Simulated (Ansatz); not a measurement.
# BGeP (quintet): the correlation ladder, cc-pVTZ

An exercise on one series of results from a longer session: the logs are not shown, and one member is left open.

Method: cc-pVTZ, core rule «outside noble gas», up to 20 orbitals frozen; program: Ansatz 0.2.0, Gaussian basis.

Plan: UHF; CCSD(T) on ROHF; CCSD(T) on UHF; BCCD(T) on ROHF; CCSDT(Q) on ROHF; CCSDT(Q) on UHF; CASSCF and NEVPT2, 12 electrons in 12 orbitals.

4 further runs of the same task are left out: 4 set aside as unsound or not needed.

**What is computed**

The geometry is a PBE0/def2-TZVP stationary point (not a proven minimum) of the parent state, kept for this charge and spin. No spin-orbit coupling is included. The filled d shell of Ge may be among the frozen orbitals whatever the setting's name suggests; the logs give the count.

3 atoms, charge 0, spin multiplicity 5.

Atoms are counted from 1 here; the program's logs count them from 0.

Bond lengths: B1–Ge2 2.182 Å, B1–P3 1.788 Å, Ge2–P3 2.237 Å. Angles: Ge2–B1–P3 67.8°, B1–Ge2–P3 47.7°, B1–P3–Ge2 64.5°.

Set-up of the first run:

Contents of in.yaml:

```yaml
crystal:
  periodic: [false, false, false]
  atoms:
    - {symbol: B, position_ang: [0.000000, -1.356815, -0.905184]}
    - {symbol: Ge, position_ang: [0.000000, 0.055950, 0.757740]}
    - {symbol: P, position_ang: [0.000000, 0.342363, -1.461116]}
basis:
  gaussian: {orbitals: cc-pVTZ}
magnetization: {spin_polarized: true, initial_magnetization: 4}
hamiltonian: {xc: hf}
output: {orbitals: {seedname: orbitals}}
```

Command:

```console
ansatz run in.yaml --threads 1 --pin off --events-out ev --progress --plain --max-ram 4096MiB --backend cpu
```

Among the steps run: UHF; CCSD(T) on ROHF; CCSD(T) on UHF; BCCD(T) on ROHF; CCSDT(Q) on ROHF; CCSDT(Q) on UHF; CASSCF and NEVPT2, 12 electrons in 12 orbitals.

One table of the session follows, with a row left open; its other results are not shown here.

It belongs to the step «Misses and costs». 

| method | from RCCSDT(Q) (meV) |
| --- | --- |
| ROHF | +8960.6 |
| UHF | +8729.8 |
| RMP2 | +1311.7 |
| UMP2 | ? |
| RCCSD | +694.9 |
| UCCSD | +668.7 |
| RCCSD(T) | +91.6 |
| UCCSD(T) | +79.1 |
| BCCD(T) | +88.6 |
| RCCSDT | +54.2 |
| UCCSDT | +37.5 |
| RCCSDT(Q) | 0 |
| UCCSDT(Q) | -18.8 |
| CASSCF valence | +6191.0 |
| NEVPT2 valence | +1334.5 |

Q: Estimate the row for UMP2 from the others.

**Answer.** from RCCSDT(Q) (meV): +1361.6. In the column «from RCCSDT(Q) (meV)» it lies between NEVPT2 valence (+1334.5) and CASSCF valence (+6191.0).

Caveats from the session: Restricted and unrestricted rows rest on different reference determinants; where their highest levels disagree by more than a few hundredths of an eV, they describe different states and don't form one ladder.
